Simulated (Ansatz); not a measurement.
# SbAs2: the cost of one run

Program: Ansatz 0.2.0. Level of theory: DFT PBE, scalar-relativistic, plane waves, PAW. These are calculated values, not measurements.

**1. Starting point**

It takes space group Fd-3m (No. 227, cubic). The conventional cell has a = 8.991 Å, b = 8.991 Å, c = 8.991 Å, α = 90.00°, β = 90.00°, γ = 90.00°. Around Sb (site symmetry -43m) lie 4 As at 1.95 Å. Around As (site symmetry -3m) lie 2 Sb at 1.95 Å.

Coordinates:

```cif
data_structure
_symmetry_space_group_name_H-M 'Fd-3m:1'
_symmetry_Int_Tables_number 227
_cell_length_a 8.9911
_cell_length_b 8.9911
_cell_length_c 8.9911
_cell_angle_alpha 90.000
_cell_angle_beta 90.000
_cell_angle_gamma 90.000
_cell_volume 726.84
loop_
_atom_site_label
_atom_site_type_symbol
_atom_site_symmetry_multiplicity
_atom_site_Wyckoff_symbol
_atom_site_fract_x
_atom_site_fract_y
_atom_site_fract_z
_atom_site_occupancy
Sb1 Sb 8 b 0.00000 0.00000 0.50000 1
As1 As 16 d 0.12500 0.62500 0.12500 1
```

A structure generator made this guess: random cell by space group and Wyckoff sites (Fd-3m, No. 227). Its size is a rough estimate.

**2. The guess as it stands, on a coarse mesh**

input.yaml

```yaml
crystal:
  lattice:
    - [0.0, 4.49554723, 4.49554723]
    - [4.49554723, 0.0, 4.49554723]
    - [4.49554723, 4.49554723, 0.0]
  atoms:
    - { symbol: Sb, position: [0.0, 0.0, 0.0] }
    - { symbol: Sb, position: [0.25, 0.25, 0.25] }
    - { symbol: As, position: [0.125, 0.125, 0.125] }
    - { symbol: As, position: [0.125, 0.125, 0.625] }
    - { symbol: As, position: [0.125, 0.625, 0.125] }
    - { symbol: As, position: [0.625, 0.125, 0.125] }
basis:
  ecutwfc: 420
kpoints:
  mp_grid: { grid: [4, 4, 4] }
hamiltonian:
  xc: pbe
scf:
  occupations: { method: gaussian, width: 0.1 }
  lower_state_search: "off"
output:
  forces: true
  stress: true
  eigenvalues: true
```

On the command line:

```console
$ ansatz run input.yaml --threads 1 --pin off --max-ram 2048MiB --backend cpu --events-out ev --progress --plain --runs-dir out
```

**Question.** How long does this run take on 1 thread of Arm Neoverse V1, shared host, and how much memory does it need?

About 6.8 s, with a peak of 0.44 GiB.
